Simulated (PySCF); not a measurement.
# GaF (SMILES [F][Ga]) at r2SCAN/def2-TZVPPD

What is the vertical ionisation energy of GaF at r2SCAN/def2-TZVPPD? Input form: a Python script.

The results are computed with PySCF 2.14.0.

3 further runs of the same task are left out: 3 set aside as unsound or not needed.

## Step 1: The molecule

The species is GaF (2 atoms), meant as a singlet with charge 0. SMILES: `[F][Ga]`. The coordinates come from a PBE0-D4/def2-TZVP relaxation.

Bond lengths: F1–Ga2 1.787 Å.

## Step 2: A single-point energy at r2SCAN/def2-TZVPPD

File input.py:

```python
from pyscf import gto, dft

molecule = gto.M(
    atom='''
F        0.000000       0.000000       0.006300
Ga       0.000000       0.000000       1.792850
''',
    basis='def2-tzvppd',
    max_memory=1860,
    verbose=3,
)

mf = dft.RKS(molecule, xc='r2scan')
mf.conv_tol = 1e-10
mf.grids.level = 5
mf.kernel()
if not mf.converged:
    mf = mf.newton().run(mf.mo_coeff, mf.mo_occ)

e_final = mf.e_tot
print('Final energy', e_final)
```

Run with:

```
$ OMP_NUM_THREADS=1 python input.py
```

What it wrote:

```text
converged SCF energy = -2024.74361915983
Final energy -2024.7436191598324
```

Wall time 15 s (1 thread of Arm Neoverse V1, shared host); peak memory 0.48 GiB.

## Step 3: The doublet cation at the same level

File job.py:

```python
from pyscf import gto, dft

mol = gto.Mole()
mol.atom = [
    ('F', (0.000000, -0.000000, 0.006300)),
    ('Ga', (-0.000000, 0.000000, 1.792850)),
]
mol.max_memory = 1860
mol.verbose = 3
mol.charge = 1
mol.spin = 1
mol.basis = 'def2-tzvppd'
mol.build()

myscf = dft.UKS(mol)
myscf.xc = 'r2scan'
myscf.conv_tol = 1e-10
myscf.grids.level = 5
myscf.kernel()
if not myscf.converged:
    myscf = myscf.newton().run(myscf.mo_coeff, myscf.mo_occ)

etot = myscf.e_tot
print('E(%s) = %.9f' % ('R2SCAN', etot))
```

Run with:

```
$ OMP_NUM_THREADS=1 python job.py
```

What it wrote:

```text
WARN: HOMO -0.264241900546203 >= LUMO -0.26424190054621

WARN: HOMO -0.42973316003956 >= LUMO -0.429733160039426

converged SCF energy = -2024.36077338317  <S^2> = 0.75522016  2S+1 = 2.0052134
E(R2SCAN) = -2024.360773383
```

It took 30 s on 1 thread of Arm Neoverse V1, shared host; peak memory 0.5 GiB.

## Step 4: What came out

At r2SCAN/def2-TZVPPD:

```
                                          quantity           value
                         singlet GaF: total energy  -2024.74362 Eh
                        singlet GaF: dipole moment          2.16 D
                          singlet GaF: HOMO energy        -7.07 eV
                          singlet GaF: LUMO energy        -1.97 eV
                        singlet GaF: HOMO–LUMO gap         5.09 eV
                      doublet cation: total energy  -2024.36077 Eh
doublet cation: HOMO energy (highest over α and β)       -15.97 eV
 doublet cation: LUMO energy (lowest over α and β)       -13.68 eV
                              doublet cation: ⟨S²⟩           0.755
vertical ionisation energy (to the doublet cation)       10.418 eV
```

In words: Removing an electron at fixed nuclei costs 10.42 eV (1005 kJ/mol). The negative HOMO energy of the first species, 7.07 eV, lies 3.35 eV below that difference.
